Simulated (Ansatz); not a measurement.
isostructural Ru, Pd, Ag, a table of trends

Computed with the Ansatz DFT code, driven from Python.

`trend_ru.py`
```python
# -*- coding: utf-8 -*-
"""Trends along isostructural compounds in space group P6_3/mmc, after relaxing atoms and volume at fixed cell shape."""

import warnings

import ansatz as az
import numpy as np
import pandas as pd

PHASES = {
    "Ru": (
        [(2.7058, 0.0, 0.0), (-1.3529, 2.34329154, 0.0), (0.0, 0.0, 4.2819)],
        [
            ("Ru", (1 / 3, 2 / 3, 0.25)),
            ("Ru", (2 / 3, 1 / 3, 0.75)),
        ],
    ),
    "Pd": (
        [(2.78366505, 0.0, 0.0), (-1.39183252, 2.41072465, 0.0), (0.0, 0.0, 4.628893)],
        [
            ("Pd", (2 / 3, 1 / 3, 0.75)),
            ("Pd", (1 / 3, 2 / 3, 0.25)),
        ],
    ),
    "Ag": (
        [(2.93, 0.0, 0.0), (-1.465, 2.53745443, 0.0), (0.0, 0.0, 4.79)],
        [
            ("Ag", (1 / 3, 2 / 3, 0.25)),
            ("Ag", (2 / 3, 1 / 3, 0.75)),
        ],
    ),
}


def build(vectors, sites):
    crystal = az.Crystal(lattice=az.Lattice.of(vectors))
    for symbol, position in sites:
        crystal = crystal.atom(symbol, position)
    return crystal


def solve(name, crystal, relax=True):
    calc = (
        crystal.calculation()
        .mixing("broyden", ndim=12, beta=0.6)
        .basis(16 * az.Ha, density_ratio=8)
        .scf(lower_state_search="off")
        .functional("lda")
        .kpoints(spacing=0.3)
        .occupations("fermi_dirac", width=0.05)
        .stress()
        .band_table()
    )
    if relax:
        calc = calc.relax(force_tolerance=0.02, max_steps=40, fix_cell=["shape"])
    return calc.run()

def bulk_modulus(name, outcome, step=0.01):
    # B = -V dP/dV from the pressures of two uniformly scaled cells, atoms held at their fractions
    pressure = []
    for factor in (1 - step, 1.0, 1 + step):
        cell = az.Crystal(lattice=az.Lattice.of(outcome.lattice.cell_ang * factor ** (1 / 3)))
        for site in outcome.report["lattice"]["sites"]:
            cell = cell.atom(site["symbol"], site["position_frac"])
        pressure.append(np.trace(solve(name, cell, relax=False).report["stress_gpa"]) / 3)
    slope, bend = (pressure[0] - pressure[2]) / (2 * step), abs(pressure[0] + pressure[2] - 2 * pressure[1])
    # a jump of mesh or basis between the cells shows as a kink: no modulus then
    return float(slope) if bend < 12 * step**2 * abs(slope) + 0.15 and abs(pressure[1]) < 1.5 else float("nan")


def volume_per_atom(outcome):
    return abs(np.linalg.det(outcome.lattice.cell_ang)) / len(outcome.lattice.sites)

warnings.simplefilter("ignore")

phases = {name: build(*cell) for name, cell in PHASES.items()}

done = {}
for name, crystal in phases.items():
    try:
        done[name] = solve(name, crystal)
    except az.NonConvergedError as error:
        print(name, "did not converge:", str(error)[:120])

rows = [(name, volume_per_atom(o), bulk_modulus(name, o)) for name, o in done.items()]
print(pd.DataFrame(rows, columns=["compound", "V (A^3/atom)", "B (GPa)"]).round(4).to_string(index=False))
```

```console
$ python trend_ru.py
compound  V (A^3/atom)  B (GPa)
      Ru       13.0792 367.7844
      Pd       14.2104 224.3049
      Ag       16.0020 140.2851
```

These settings explore the input space; cutoff and mesh may be short of convergence. For the metals among these phases the mesh is modest: differences between phases can be off by up to 40 meV an atom. Atoms and volume are relaxed with the cell's shape held, which in cells of lower than cubic symmetry can hide stresses and shift volumes. Pressure is positive in compression. The cells come from databases of deposited and of computed structures, and not all need be stable phases. Members taken from a database of computed cells needn't be known phases. Wall time of the script: 46 s on 1 thread of Arm Neoverse V1 (shared host), peak memory 0.43 GiB.
